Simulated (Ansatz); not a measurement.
# Ga4TeAs: the cost of one run

Method: DFT PBE, scalar-relativistic, plane waves, PAW, in Ansatz 0.2.0.

2 further runs of the same task are left out: 1 that didn't finish, 1 set aside as unsound or not needed.

### Step 1. The structure to begin with

It takes space group F-43m (No. 216, cubic). Conventional cell: a = 7.872 Å, b = 7.872 Å, c = 7.872 Å, α = 90.00°, β = 90.00°, γ = 90.00°. Ga (site symmetry 3m) is surrounded by 6 Ga at 2.76 to 2.80 Å and 3 Te at 3.26 Å and 3 As at 3.27 Å. Around Te (site symmetry -43m) lie 12 Ga at 3.26 Å. As (site symmetry -43m) has 12 Ga at 3.27 Å as nearest neighbours.

Coordinates:

```cif
data_structure
_symmetry_space_group_name_H-M 'P 1'
_symmetry_Int_Tables_number 1
_cell_length_a 5.5667
_cell_length_b 5.5667
_cell_length_c 5.5667
_cell_angle_alpha 60.000
_cell_angle_beta 60.000
_cell_angle_gamma 60.000
_cell_volume 121.98
loop_
_atom_site_label
_atom_site_type_symbol
_atom_site_fract_x
_atom_site_fract_y
_atom_site_fract_z
_atom_site_occupancy
Ga1 Ga 0.87761 0.37413 0.37413 1
Ga2 Ga 0.37413 0.37413 0.37413 1
Ga3 Ga 0.37413 0.87761 0.37413 1
Ga4 Ga 0.37413 0.37413 0.87761 1
Te1 Te 0.00000 0.00000 0.00000 1
As1 As 0.75000 0.75000 0.75000 1
```

A structure generator made this guess: species swapped into a database cell of YbCdCu4 (F-43m, No. 216), with As on the Yb sites, Te on the Cd sites and Ga on the Cu sites. The dimensions are guesses.

### Step 2. The guess as it stands, on a coarse mesh

Input file input.yaml:

```yaml
crystal:
  lattice:
    - [0.0, 3.93623299, 3.93623299]
    - [3.93623299, 0.0, 3.93623299]
    - [3.93623299, 3.93623299, 0.0]
  atoms:
    - { symbol: Ga, position: [0.87760997, 0.37413001, 0.37413001] }
    - { symbol: Ga, position: [0.37413001, 0.37413001, 0.37413001] }
    - { symbol: Ga, position: [0.37413001, 0.87760997, 0.37413001] }
    - { symbol: Ga, position: [0.37413001, 0.37413001, 0.87760997] }
    - { symbol: Te, position: [0.0, 0.0, 0.0] }
    - { symbol: As, position: [0.75, 0.75, 0.75] }
basis:
  ecutwfc: 420
kpoints:
  mp_grid: { grid: [4, 4, 4] }
hamiltonian:
  xc: pbe
scf:
  occupations: { method: gaussian, width: 0.1 }
  lower_state_search: "off"
output:
  forces: true
  stress: true
  eigenvalues: true
```

Started as:

```console
ansatz run input.yaml --threads 1 --pin off --max-ram 2560MiB --backend cpu --events-out ev --progress --plain --runs-dir out
```

Q: Estimate wall time and peak memory on 1 thread of Arm Neoverse V2, shared host.

About 3.7 s, with a peak of 0.36 GiB.
